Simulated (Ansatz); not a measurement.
# RbRe: the cost of one run

Method: DFT PBE, scalar-relativistic, plane waves, PAW, in Ansatz 0.2.0.

2 further runs of the same task are left out: 2 that didn't finish.

## Step 1: The starting structure

It takes space group Pm-3m (No. 221, cubic). Conventional cell: a = 4.646 Å, b = 4.646 Å, c = 4.646 Å, α = 90.00°, β = 90.00°, γ = 90.00°. Rb (site symmetry m-3m) has 8 Re at 4.02 Å as nearest neighbours. Re (site symmetry m-3m) has 8 Rb at 4.02 Å as nearest neighbours.

Coordinates:

```xyz
2
Lattice="4.6465 0.0000 0.0000 0.0000 4.6465 0.0000 0.0000 0.0000 4.6465" Properties=species:S:1:pos:R:3 pbc="T T T"
Rb    2.3232    2.3232    2.3232
Re    0.0000    0.0000    0.0000
```

Recipe of the guess: ordered superstructure of bcc (Pm-3m, No. 221). Its size is a rough estimate.

## Step 2: The guess as it stands, on a coarse mesh

The input, input.yaml:

```yaml
crystal:
  lattice:
    - [4.64647604, 0.0, 0.0]
    - [0.0, 4.64647604, 0.0]
    - [0.0, 0.0, 4.64647604]
  atoms:
    - { symbol: Rb, position: [0.5, 0.5, 0.5] }
    - { symbol: Re, position: [0.0, 0.0, 0.0] }
basis:
  ecutwfc: 420
kpoints:
  mp_grid: { grid: [4, 4, 4] }
hamiltonian:
  xc: pbe
scf:
  occupations: { method: gaussian, width: 0.1 }
  lower_state_search: "off"
output:
  forces: true
  stress: true
  eigenvalues: true
```

Launch:

```sh
$ ansatz run input.yaml --threads 1 --pin off --max-ram 2048MiB --backend cpu --events-out ev --progress --plain --runs-dir out
```

**Question.** How long does this run take on 1 thread of Arm Neoverse V1, shared host, and how much memory does it need?

About 1.2 s, with a peak of 0.3 GiB.
